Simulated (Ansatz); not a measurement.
# Al32O: the cost of one run

Method: DFT PBEsol, plane waves, PAW, scalar-relativistic, no spin polarisation, in Ansatz 0.2.0.

1 further run of the same task is left out (it didn't finish).

## 1. The structure to begin with

The cell holds 33 atoms (Al32O): a = 8.100 Å, b = 8.100 Å, c = 8.100 Å, α = 90.00°, β = 90.00°, γ = 90.00°.

Its coordinates follow in the input file.

## 2. Relaxing end A

input.yaml

```yaml
crystal:
  lattice:
    - [8.1, 0.0, 0.0]
    - [0.0, 8.1, 0.0]
    - [0.0, 0.0, 8.1]
  atoms:
    - { symbol: Al, position: [0.5, 0.0, 0.0] }
    - { symbol: Al, position: [0.75, 0.25, 0.0] }
    - { symbol: Al, position: [0.75, 0.0, 0.25] }
    - { symbol: Al, position: [0.0, 0.0, 0.0] }
    - { symbol: Al, position: [0.25, 0.25, 0.0] }
    - { symbol: Al, position: [0.5, 0.5, 0.0] }
    - { symbol: Al, position: [0.75, 0.75, 0.0] }
    - { symbol: Al, position: [0.25, 0.0, 0.25] }
    - { symbol: Al, position: [0.5, 0.25, 0.25] }
    - { symbol: Al, position: [0.75, 0.5, 0.25] }
    - { symbol: Al, position: [0.5, 0.0, 0.5] }
    - { symbol: Al, position: [0.75, 0.25, 0.5] }
    - { symbol: Al, position: [0.75, 0.0, 0.75] }
    - { symbol: Al, position: [0.0, 0.5, 0.0] }
    - { symbol: Al, position: [0.25, 0.75, 0.0] }
    - { symbol: Al, position: [0.0, 0.25, 0.25] }
    - { symbol: Al, position: [0.25, 0.5, 0.25] }
    - { symbol: Al, position: [0.5, 0.75, 0.25] }
    - { symbol: Al, position: [0.0, 0.0, 0.5] }
    - { symbol: Al, position: [0.25, 0.25, 0.5] }
    - { symbol: Al, position: [0.5, 0.5, 0.5] }
    - { symbol: Al, position: [0.75, 0.75, 0.5] }
    - { symbol: Al, position: [0.25, 0.0, 0.75] }
    - { symbol: Al, position: [0.5, 0.25, 0.75] }
    - { symbol: Al, position: [0.75, 0.5, 0.75] }
    - { symbol: Al, position: [0.0, 0.75, 0.25] }
    - { symbol: Al, position: [0.0, 0.5, 0.5] }
    - { symbol: Al, position: [0.25, 0.75, 0.5] }
    - { symbol: Al, position: [0.0, 0.25, 0.75] }
    - { symbol: Al, position: [0.25, 0.5, 0.75] }
    - { symbol: Al, position: [0.5, 0.75, 0.75] }
    - { symbol: Al, position: [0.0, 0.75, 0.75] }
    - { symbol: O, position: [0.1243906, 0.6235067, 0.8726011] }
basis:
  ecutwfc: 420.0
kpoints:
  mp_grid: { grid: [2, 2, 2] }
hamiltonian:
  xc: pbesol
  pseudopotentials: { kind: paw, azcp: { folder: soft_1 } }
scf:
  occupations: { method: fermi_dirac, width: 0.15 }
  lower_state_search: "off"
relax:
  f_tol: 0.03
  max_steps: 60
  adjacent_minimum: "off"
```

Launch:

```
> ansatz run input.yaml --threads 2 --pin off --max-ram 5120MiB --backend cpu --events-out ev --progress --plain --runs-dir out
```

**Question.** How long does this run take on 2 threads of Arm Neoverse V2, shared host, and how much memory does it need?

About 32 s, with a peak of 1 GiB.
